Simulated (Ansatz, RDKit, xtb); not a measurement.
**C5H4BNS: ranking a sample of isomers**

Which of a sample of isomers of C5H4BNS is the most stable in the gas at 298.15 K, and what are its properties? The sample is small against all isomers, and the most stable one of this formula need not be in it.

Plan: many cheap relaxations first (GFN2-xTB), then density-functional screening, relaxation at PBE-D3(BJ)/def2-SVP, vibrations (at GFN2-xTB) and a final energy. The numbers are computed, not measured.

## 1. Possible bonding patterns

Isomers were taken from a list of plausible structures; this is a sample, not all of them. That gives 6 candidates.

```
label         SMILES     spin
 c046    Bc1sccc1C#N  singlet
 c091  Bc1csc(C#N)c1  singlet
 c364    Bc1cscc1C#N  singlet
 c450    Bc1ccsc1C#N  singlet
 c503  Bc1cc(C#N)cs1  singlet
 c697  Bc1ccc(C#N)s1  singlet
```

Candidates are built by distance geometry, with a force field where one applies, in up to four conformers (letters a to d).

## 2. Cheap relaxation of all starts

All 6 starts are relaxed the same way. One of them, c364a (taken from a list of positional isomers, embedded by distance geometry and UFF), in full:

Input file start.xyz:

```xyz
12
c364a
C      0.783473    -0.605980    -0.376770
C     -0.281018    -1.526560    -0.614094
C     -1.044997     0.868611    -0.496696
C      0.340111     0.731194    -0.338009
C      1.232176     1.833698    -0.130576
B      2.255578    -1.029536    -0.190135
N      1.890164     2.784781     0.046086
S     -1.696540    -0.653087    -0.773125
H      3.116480    -0.309131    -0.044890
H      2.509053    -2.258231    -0.280096
H     -0.146274    -2.570356    -0.654623
H     -1.606461     1.813298    -0.545834
```

The run is started by

```bash
xtb start.xyz --gfn 2 --opt
```

What it wrote, shortened:

```text
* xtb version 6.7.1
[...]
          :  # basis functions                  42          :
[...]
          :  # electrons                        38          :
[...]
          :  Hamiltonian                  GFN2-xTB          :
[...]
          :  net charge                          0          :
          :  unpaired electrons                  0          :
[...]
   *** convergence criteria satisfied after 14 iterations ***
[...]
   *** GEOMETRY OPTIMIZATION CONVERGED AFTER 10 ITERATIONS ***
[...]
   *** convergence criteria satisfied after 3 iterations ***
[...]
         ::                     SUMMARY                     ::
         :::::::::::::::::::::::::::::::::::::::::::::::::::::
         :: total energy             -20.077746155618 Eh    ::
         :: gradient norm              0.000388161143 Eh/a0 ::
         :: HOMO-LUMO gap              3.314268795221 eV    ::
         ::.................................................::
         :: SCC energy               -20.418125603717 Eh    ::
         :: -> isotropic ES            0.026624779352 Eh    ::
         :: -> anisotropic ES          0.005890671166 Eh    ::
         :: -> anisotropic XC          0.020529689938 Eh    ::
         :: -> dispersion             -0.010806767815 Eh    ::
         :: repulsion energy           0.340379448099 Eh    ::
         :: add. restraining           0.000000000000 Eh    ::
         :: total charge               0.000000000000 e     ::
         :::::::::::::::::::::::::::::::::::::::::::::::::::::
[...]
        19        2.0000           -0.4187359             -11.3944 (HOMO)
        20                         -0.2969388              -8.0801 (LUMO)
[...]
     #   Z          covCN         q      C6AA      α(0)
     1   6          3.038    -0.071    29.736     8.944
     2   6          2.950    -0.013    28.333     8.730
     3   6          2.933    -0.017    28.425     8.744
     4   6          3.177     0.008    27.423     8.551
     5   6          1.905     0.115    28.276     8.588
     6   5          2.785     0.233    17.824     7.058
     7   7          0.911    -0.228    25.984     7.372
     8  16          2.269     0.031   139.777    19.898
     9   1          0.940    -0.081     4.924     3.469
    10   1          0.940    -0.090     5.214     3.570
    11   1          0.926     0.057     2.233     2.337
    12   1          0.926     0.054     2.267     2.354
[...]
     #   Z sym  total        # sym  WBO       # sym  WBO       # sym  WBO
 ---------------------------------------------------------------------------
     1   6      3.955 --     2      1.557     4      1.161     6      1.073
     2   6      3.954 --     1      1.557     8      1.232    11      0.968
     3   6      3.954 --     4      1.554     8      1.204    12      0.970
     4   6      3.986 --     3      1.554     1      1.161     5      1.099
     5   6      3.949 --     7      2.797     4      1.099
     6   5      3.199 --     1      1.073     9      0.981    10      0.981
     7   7      3.009 --     5      2.797
     8  16      2.714 --     2      1.232     3      1.204
     9   1      0.993 --     6      0.981
    10   1      0.992 --     6      0.981
    11   1      0.995 --     2      0.968
    12   1      0.997 --     3      0.970
 ---------------------------------------------------------------------------
[...]
molecular dipole:
                 x           y           z       tot (Debye)
 q only:       -0.801      -0.871      -0.184
   full:       -1.095      -1.139      -0.247       4.066
molecular quadrupole (traceless):
[...]
          | TOTAL ENERGY              -20.077746155618 Eh   |
          | GRADIENT NORM               0.000388161143 Eh/α |
          | HOMO-LUMO GAP               3.314268795221 eV   |
           -------------------------------------------------
[...]
```

Run time: 0.074 s. Hardware: 2 threads of Arm Neoverse V2, shared host.

## 3. What the search left

6 of the 6 relaxations converged. 6 distinct structures remain:

```
label  start   SMILES after     spin  energy (kcal/mol)
c046a  drawn    Bc1sccc1C#N  singlet                0.0
c697a  drawn  Bc1ccc(C#N)s1  singlet                0.2
c503a  drawn  Bc1cc(C#N)cs1  singlet                0.3
c364a  drawn    Bc1cscc1C#N  singlet                2.1
c450a  drawn    Bc1ccsc1C#N  singlet                2.1
c091a  drawn  Bc1csc(C#N)c1  singlet                2.2
```

## 4. Single points on the low minima

A choice of the minima (the low ones first, few conformers of a pattern, up to a cap) and the lowest that fell apart get a single point at r2SCAN-D4/def2-SVP on the tight-binding geometry, and one at HF/STO-3G for comparison. The lowest singlets are also tried as triplets at the same geometry (label ending in t). The first, c046a:

Input file input.yaml:

```yaml
crystal:
  periodic: [false, false, false]
  atoms:
    - {symbol: C, position_ang: [0.793454, 0.414340, 0.266923]}
    - {symbol: C, position_ang: [-1.417041, -0.557118, -0.352782]}
    - {symbol: C, position_ang: [-0.438506, -0.938744, -1.218439]}
    - {symbol: C, position_ang: [0.816299, -0.389277, -0.869395]}
    - {symbol: C, position_ang: [1.984374, -0.639182, -1.612997]}
    - {symbol: B, position_ang: [1.946492, 1.161555, 0.927745]}
    - {symbol: N, position_ang: [2.917261, -0.865328, -2.240396]}
    - {symbol: S, position_ang: [-0.832044, 0.466341, 0.887642]}
    - {symbol: H, position_ang: [3.013417, 1.084013, 0.459976]}
    - {symbol: H, position_ang: [1.745496, 1.797101, 1.886629]}
    - {symbol: H, position_ang: [-2.455326, -0.824962, -0.379024]}
    - {symbol: H, position_ang: [-0.592933, -1.580412, -2.067636]}
basis:
  gaussian:
    orbitals: def2-SVP
magnetization:
  spin_polarized: false
hamiltonian:
  xc: r2scan
  dispersion: d4
scf:
  lower_state_search: off
output: {orbitals: {seedname: orbitals}}
```

The run is started by

```bash
ansatz run input.yaml --threads 2 --pin off --max-ram 5220MiB --events-out events.jsonl --progress --plain --runs-dir runs
```

What it wrote, shortened:

```text
Warning: RAYON_NUM_THREADS=2 ignored (pool sized by the plan → 2); use --threads N
Functional definition: r2SCAN
  name "r2SCAN"
[...]
1553 factors; their error is unknown
[...]
mean field -18236.43284643 eV, -670.1765460081 hartree, gradient 3.6e-6 eV, S^2 0.000000; 0 other end points of the search recorded, 0 dependent functions left out
reference -18236.43285626 eV, -670.1765463692 hartree; 31, 31 occupied and 105, 105 virtual orbitals, 1553 factors
Total energy: -18236.53130046 eV, -670.1801641269 hartree
Checks for a lower state left out: stability, starts, cluster_reference, orbital_swaps, neighbouring_geometries, increment
```

It took 3.6 s on 2 threads of Arm Neoverse V2, shared host; peak memory 0.18 GiB.

Relative energies in kcal/mol, each column from its lowest structure that stays in one piece:

```
 label         SMILES     spin  GFN2-xTB  HF/STO-3G  r2SCAN-D4/def2-SVP
 c046a    Bc1sccc1C#N  singlet       0.0        0.9                 0.0
 c503a  Bc1cc(C#N)cs1  singlet       0.3        0.0                 0.1
 c697a  Bc1ccc(C#N)s1  singlet       0.2        1.3                 0.2
 c364a    Bc1cscc1C#N  singlet       2.1        1.9                 4.1
 c091a  Bc1csc(C#N)c1  singlet       2.2        1.9                 4.2
 c450a    Bc1ccsc1C#N  singlet       2.1        3.4                 4.7
c697at  Bc1ccc(C#N)s1  triplet         –          –                64.4
c046at    Bc1sccc1C#N  triplet         –          –                66.0
c503at  Bc1cc(C#N)cs1  triplet         –          –                72.3
```

## 5. Relaxing the best candidates

6 candidates are relaxed at PBE-D3(BJ)/def2-SVP (chosen among the lowest in one piece). The first, c046a:

input.yaml, as its differences from that of step 4:

```diff
@@ -9,3 +9,3 @@
     - {symbol: B, position_ang: [1.946492, 1.161555, 0.927745]}
-    - {symbol: N, position_ang: [2.917261, -0.865328, -2.240396]}
+    - {symbol: "N", position_ang: [2.917261, -0.865328, -2.240396]}
     - {symbol: S, position_ang: [-0.832044, 0.466341, 0.887642]}
@@ -16,11 +16,5 @@
 basis:
-  gaussian:
-    orbitals: def2-SVP
-magnetization:
-  spin_polarized: false
-hamiltonian:
-  xc: r2scan
-  dispersion: d4
-scf:
-  lower_state_search: off
-output: {orbitals: {seedname: orbitals}}
+  gaussian: {orbitals: def2-SVP}
+hamiltonian: {xc: {name: PBE}, dispersion: d3bj}
+scf: {lower_state_search: "off"}
+relax: {f_tol: 0.006}
```

The run is started by

```bash
ansatz run input.yaml --threads 2 --pin off --max-ram 5220MiB --events-out events.jsonl --progress --plain --runs-dir runs
```

What it wrote, shortened:

```text
Warning: RAYON_NUM_THREADS=2 ignored (pool sized by the plan → 2); use --threads N
[...]
Functional definition: PBE
  name "PBE"
[...]
1553 factors; their error is unknown
[...]
mean field -18227.45357780 eV, -669.8465639724 hartree, gradient 2.7e-6 eV, S^2 0.000000; 0 other end points of the search recorded, 0 dependent functions left out
[...]
reference -18227.45361355 eV, -669.8465652861 hartree; 31, 31 occupied and 105, 105 virtual orbitals, 1553 factors
relax step   1: F+E_penalty+E_count = -18227.83195049 eV  Δ(F+E_penalty+E_count) = +0.000e0 eV  max|allowed force component| = 2.778e0 eV/Å  Δτ_max = 0.0000 Å  (23 SCF iters, accepted)
[...]
relax step   6: F+E_penalty+E_count = -18228.00260880 eV  Δ(F+E_penalty+E_count) = -5.094e-5 eV  max|allowed force component| = 1.094e-2 eV/Å  Δτ_max = 0.0014 Å  (15 SCF iters, accepted)
[...]
Atom 3 at     0.821509    -0.404224    -0.891318 Å, force     0.000104    -0.000258    -0.000348 eV/Å
Atom 4 at     2.005768    -0.659662    -1.647863 Å, force    -0.000241    -0.000246    -0.000293 eV/Å
Atom 5 at     1.941397     1.175232     0.948696 Å, force     0.000591     0.000164    -0.000024 eV/Å
Atom 6 at     2.966513    -0.883516    -2.284906 Å, force     0.000224     0.000154     0.000080 eV/Å
Atom 7 at    -0.820314     0.472974     0.891718 Å, force     0.000102     0.000147     0.000142 eV/Å
Atom 8 at     3.059818     1.110835     0.482278 Å, force     0.000032     0.000133     0.000186 eV/Å
Atom 9 at     1.719438     1.832681     1.946035 Å, force     0.000162     0.000164     0.000135 eV/Å
Atom 10 at    -2.501578    -0.823012    -0.361563 Å, force     0.000743     0.000152    -0.000088 eV/Å
Atom 11 at    -0.628231    -1.606910    -2.091515 Å, force    -0.000428    -0.000331    -0.000414 eV/Å
Dipole moment:    -0.938664    -0.059097     0.232648 e Å
Checks for a lower state left out: stability, starts, cluster_reference, orbital_swaps, neighbouring_geometries, increment
```

Wall time 16 s (2 threads of Arm Neoverse V2, shared host); peak memory 0.17 GiB.

Energy change by step (eV): 0.0000, -0.1592, -0.1702, -0.1705, -0.1706, -0.1707, -0.1707.

After the run. Bond lengths: C2–C3 1.388 Å, C1–C4 1.418 Å, C3–C4 1.426 Å, C4–C5 1.428 Å, C1–B6 1.527 Å, C5–N7 1.174 Å, C1–S8 1.744 Å, C2–S8 1.716 Å, B6–H9 1.213 Å, B6–H10 1.215 Å, C2–H11 1.098 Å, C3–H12 1.098 Å. Some angles: C2–C3–C4 111.8°, C3–C2–S8 112.1°, C1–C4–C3 113.9°, C1–C4–C5 123.0°, C3–C4–C5 123.1°, C4–C1–B6 130.2°, C4–C1–S8 108.8°, B6–C1–S8 121.1°, C4–C5–N7 178.8°, C1–S8–C2 93.4°.

## 6. Ranking at PBE-D3(BJ)/def2-SVP

```
label     spin  r2SCAN-D4/def2-SVP (kcal/mol)  PBE-D3(BJ)/def2-SVP, relaxed (kcal/mol)  time
c046a  singlet                            0.0                                      0.0  16 s
c503a  singlet                            0.1                                      0.1  18 s
c697a  singlet                            0.2                                      0.1  16 s
c091a  singlet                            4.2                                      3.9  18 s
c364a  singlet                            4.1                                      4.0  14 s
c450a  singlet                            4.7                                      4.5  16 s
```

c046a: Bond lengths: C2–C3 1.388 Å, C1–C4 1.418 Å, C3–C4 1.426 Å, C4–C5 1.428 Å, C1–B6 1.527 Å, C5–N7 1.174 Å, C1–S8 1.744 Å, C2–S8 1.716 Å, B6–H9 1.213 Å, B6–H10 1.215 Å, C2–H11 1.098 Å, C3–H12 1.098 Å. Some angles: C2–C3–C4 111.8°, C3–C2–S8 112.1°, C1–C4–C3 113.9°, C1–C4–C5 123.0°, C3–C4–C5 123.1°, C4–C1–B6 130.2°, C4–C1–S8 108.8°, B6–C1–S8 121.1°, C4–C5–N7 178.8°, C1–S8–C2 93.4°.

c503a: Bond lengths: C1–C2 1.399 Å, C2–C3 1.426 Å, C3–C4 1.429 Å, C3–C5 1.404 Å, C1–B6 1.526 Å, C4–N7 1.174 Å, C1–S8 1.757 Å, C5–S8 1.706 Å, B6–H9 1.215 Å, B6–H10 1.215 Å, C2–H11 1.098 Å, C5–H12 1.097 Å. Some angles: C1–C2–C3 113.8°, C2–C1–B6 129.3°, C2–C1–S8 109.4°, B6–C1–S8 121.4°, C2–C3–C4 124.7°, C2–C3–C5 111.9°, C4–C3–C5 123.4°, C3–C4–N7 179.6°, C3–C5–S8 111.8°, C1–S8–C5 93.1°.

c697a: Bond lengths: C1–C2 1.406 Å, C2–C3 1.409 Å, C3–C4 1.405 Å, C4–C5 1.418 Å, C1–B6 1.528 Å, C5–N7 1.176 Å, C1–S8 1.747 Å, C4–S8 1.735 Å, B6–H9 1.215 Å, B6–H10 1.216 Å, C2–H11 1.099 Å, C3–H12 1.098 Å. Some angles: C1–C2–C3 114.3°, C2–C1–B6 129.4°, C2–C1–S8 109.8°, B6–C1–S8 120.8°, C2–C3–C4 112.0°, C3–C4–C5 127.1°, C3–C4–S8 111.6°, C5–C4–S8 121.4°, C4–C5–N7 180.0°, C1–S8–C4 92.4°.

c091a: Bond lengths: C1–C2 1.403 Å, C3–C4 1.417 Å, C1–C5 1.438 Å, C3–C5 1.388 Å, C1–B6 1.538 Å, C4–N7 1.176 Å, C2–S8 1.712 Å, C3–S8 1.761 Å, B6–H9 1.216 Å, B6–H10 1.216 Å, C2–H11 1.098 Å, C5–H12 1.098 Å. Some angles: C1–C2–S8 113.8°, C2–C1–C5 110.4°, C2–C1–B6 123.1°, C5–C1–B6 126.6°, C3–C4–N7 179.8°, C4–C3–C5 128.7°, C4–C3–S8 120.4°, C5–C3–S8 110.9°, C1–C5–C3 113.7°, C2–S8–C3 91.3°.

## 7. Vibrations and thermal terms

The lowest few in one piece go on as finalists. In this search the thermal terms come from GFN2-xTB at its own nearest minimum. The first, c046a:

Input file start.xyz:

```xyz
12
c046a
C      0.806447     0.416028     0.264794
C     -1.438119    -0.551659    -0.338400
C     -0.451704    -0.950440    -1.229709
C      0.821509    -0.404224    -0.891318
C      2.005768    -0.659662    -1.647863
B      1.941397     1.175232     0.948696
N      2.966513    -0.883516    -2.284906
S     -0.820314     0.472974     0.891718
H      3.059818     1.110835     0.482278
H      1.719438     1.832681     1.946035
H     -2.501578    -0.823012    -0.361563
H     -0.628231    -1.606910    -2.091515
```

The run is started by

```bash
xtb start.xyz --gfn 2 --ohess tight
```

What it wrote, shortened:

```text
* xtb version 6.7.1
[...]
          :  # basis functions                  42          :
[...]
          :  # electrons                        38          :
[...]
          :  Hamiltonian                  GFN2-xTB          :
[...]
          :  net charge                          0          :
          :  unpaired electrons                  0          :
[...]
   *** convergence criteria satisfied after 14 iterations ***
[...]
   *** GEOMETRY OPTIMIZATION CONVERGED AFTER 9 ITERATIONS ***
[...]
   *** convergence criteria satisfied after 3 iterations ***
[...]
         ::                     SUMMARY                     ::
         :::::::::::::::::::::::::::::::::::::::::::::::::::::
         :: total energy             -20.081035505292 Eh    ::
         :: gradient norm              0.000533306616 Eh/a0 ::
         :: HOMO-LUMO gap              2.899562013386 eV    ::
         ::.................................................::
         :: SCC energy               -20.421253464160 Eh    ::
         :: -> isotropic ES            0.026514358979 Eh    ::
         :: -> anisotropic ES          0.005756117073 Eh    ::
         :: -> anisotropic XC          0.020830075870 Eh    ::
         :: -> dispersion             -0.010839971505 Eh    ::
         :: repulsion energy           0.340217958868 Eh    ::
         :: add. restraining           0.000000000000 Eh    ::
         :: total charge              -0.000000000000 e     ::
         :::::::::::::::::::::::::::::::::::::::::::::::::::::
[...]
        19        2.0000           -0.4191675             -11.4061 (HOMO)
        20                         -0.3126106              -8.5066 (LUMO)
[...]
molecular dipole:
                 x           y           z       tot (Debye)
 q only:       -1.075       0.104       0.506
   full:       -1.529      -0.005       0.502       4.090
molecular quadrupole (traceless):
[...]
          | TOTAL ENERGY              -20.081035505290 Eh   |
          | TOTAL ENTHALPY            -19.998026821144 Eh   |
          | TOTAL FREE ENERGY         -20.038948061889 Eh   |
          | GRADIENT NORM               0.000533370237 Eh/α |
[...]
```

Run time: 0.24 s. Hardware: 2 threads of Arm Neoverse V2, shared host.

## 8. Thermal terms of the finalists

As xtb prints them, at 298.15 K, with its own treatment of low modes:

```
label         SMILES     spin  lowest mode (cm⁻¹)  zero-point (kcal/mol)  G − E (kcal/mol)
c046a    Bc1sccc1C#N  singlet                 114                   46.6              26.4
c503a  Bc1cc(C#N)cs1  singlet                 117                   46.6              26.4
c697a  Bc1ccc(C#N)s1  singlet                  93                   46.7              26.4
c091a  Bc1csc(C#N)c1  singlet                 118                   46.6              26.3
c364a    Bc1cscc1C#N  singlet                 127                   46.6              26.3
c450a    Bc1ccsc1C#N  singlet                 117                   46.6              26.3
```

## 9. Last filter: a higher level

Single points at CCSD(T)/def2-SVP + MP2/def2-TZVPP - MP2/def2-SVP on the refined geometries decide the order.

c046a, CCSD(T)/def2-SVP:

Input file input.yaml:

```yaml
crystal:
  periodic: [false, false, false]
  atoms:
    - {symbol: C, position_ang: [0.806447, 0.416028, 0.264794]}
    - {symbol: C, position_ang: [-1.438119, -0.551659, -0.338400]}
    - {symbol: C, position_ang: [-0.451704, -0.950440, -1.229709]}
    - {symbol: C, position_ang: [0.821509, -0.404224, -0.891318]}
    - {symbol: C, position_ang: [2.005768, -0.659662, -1.647863]}
    - {symbol: B, position_ang: [1.941397, 1.175232, 0.948696]}
    - {symbol: "N", position_ang: [2.966513, -0.883516, -2.284906]}
    - {symbol: S, position_ang: [-0.820314, 0.472974, 0.891718]}
    - {symbol: H, position_ang: [3.059818, 1.110835, 0.482278]}
    - {symbol: H, position_ang: [1.719438, 1.832681, 1.946035]}
    - {symbol: H, position_ang: [-2.501578, -0.823012, -0.361563]}
    - {symbol: H, position_ang: [-0.628231, -1.606910, -2.091515]}
basis:
  gaussian:
    orbitals: def2-SVP
total_charge: 0
magnetization:
  spin_polarized: false
  initial_magnetization: 0
correlation:
  method: ccsd_t
  frozen_orbitals: {B: 1, S: 5, C: 1, "N": 1, H: 0}
```

The run is started by

```bash
ansatz run input.yaml --threads 2 --pin off --max-ram 5220MiB --events-out events.jsonl --progress --plain --runs-dir runs
```

What it wrote, shortened:

```text
Warning: RAYON_NUM_THREADS=2 ignored (pool sized by the plan → 2); use --threads N
Functional definition: HF
  name "HF"
[...]
1385 factors; integrals over basis functions are off by at most 1.2e-3 eV
[...]
mean field -18176.15305361 eV, -667.9613044811 hartree, gradient 1.9e-6 eV, S^2 0.000000; 0 other end points of the search recorded, 0 dependent functions left out; unrestricted orbitals would lower it
12 core orbitals not correlated: weight in the atoms' cores, before any rotation towards them, 1.000 or more for the frozen orbitals, at most 0.000 for the correlated occupied ones
reference -18176.15305361 eV, -667.9613044811 hartree; 19, 19 occupied and 105, 105 virtual orbitals, 1385 factors
second order -27.64629574 eV of doubles, -0.00000000 eV of singles
cycle   1  -27.44803307 eV  change    2.0e-1 eV  update   1.5e-1
[...]
cycle  11  -28.60659663 eV  change    3.1e-6 eV  update   1.4e-5
perturbative correction -1.36709433 eV, -0.0502397901 hartree
Total energy: -18206.12674458 eV, -669.0628173072 hartree
```

Wall time 42 s (2 threads of Arm Neoverse V2, shared host); peak memory 1 GiB.

[end of part 1 of 2]
